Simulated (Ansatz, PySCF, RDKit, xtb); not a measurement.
# Solving CHGaSi−, step by step

Given the formula CHGaSi− (charge -1, odd number of electrons) and nothing else, which arrangement of the atoms is the most stable in the gas at 298.15 K, and what are its properties?

The funnel: GFN2-xTB relaxations, single points with a density functional, relaxations at PBE0-D3(BJ)/def2-SVPD, harmonic vibrations, and a last energy at a higher level. All values are calculated.

11 further runs of the same task are left out: 5 for a known fault of the program, 1 that didn't finish, 5 set aside as unsound or not needed.

## 1. Drawing up candidates

All bonding patterns within simple valence rules are listed by program: one Lewis structure each, at most two rings and one unusual centre or charged pair. O–O, O–halogen and N–halogen bonds and N–N–N chains are not drawn. That gives 8 candidates.

```csv
label,SMILES,spin
c084,[C-]#[Si][GaH],doublet
c113,[C]#[SiH-][Ga],doublet
c207,[SiH-]=[C][Ga],doublet
c429,[CH]1=[Si-][Ga]1,doublet
c623,[CH]=[Si-][Ga],doublet
c688,[C-]1=[SiH][Ga]1,doublet
c738,[C]1=[Si-][GaH]1,doublet
c739,[Si-]#[C][GaH],doublet
```

Candidates are built by distance geometry, with a force field where one applies, in up to four conformers (letters a to d). 8 starts with atoms placed at random are added, to find patterns that the rules miss.

**Question.** With final energies at CCSD(T)/def2-SVPD, which structure will this search put lowest in free energy, and by what margin?

| quantity | value |
| --- | --- |
| lowest structure found | [CH]1=[Si-][Ga]1, doublet, Cs |
| next finalist | [Si-]#[C][GaH], doublet, 19.5 kcal/mol higher in G |
| share at equilibrium, among the finalists | 100.0 % |
| harmonic wavenumbers, lowest and highest (PBE0-D3(BJ)/def2-SVPD) | 183 and 3135 cm⁻¹ |
| rotational constants, same geometry | 0.7597, 0.1105, 0.09645 cm⁻¹ |
| HOMO energy (highest over α and β) (PBE0/def2-TZVPD) | 0.15 eV |
| LUMO energy (lowest over α and β) (PBE0/def2-TZVPD) | 2.55 eV |
| lowest excitation (TD-PBE0/def2-SVPD) | 1.62 eV (f = 0.004) |
| strongest of the states computed, same level | 2.64 eV (f = 0.088) |
| vertical detachment energy | 1.55 eV |
| vertical quartet less doublet | +2.14 eV |

The search ends on `[CH]1=[Si-][Ga]1`. Among the finalists first place is clear (19.5 kcal/mol); structures outside the list aren't covered. PBE0-D3(BJ)/def2-SVPD, HF/def2-SVPD and MP2/def2-SVPD already put its bonding pattern lowest among the structures in one piece. A large T1 diagnostic among the finalists warns that one reference determinant may not suffice. It concerns: the finalist [Si-]#[C][GaH] (doublet). In an anion, excitations above the detachment energy lie in the continuum and hang on the basis, so they needn't be bound states. The stability test raises a flag; for an open shell a flag towards a general spinor solution can be the free rotation of the spin. The search is not exhaustive (a finite list of starts, one conformer a finalist), so a lower isomer can't be ruled out.
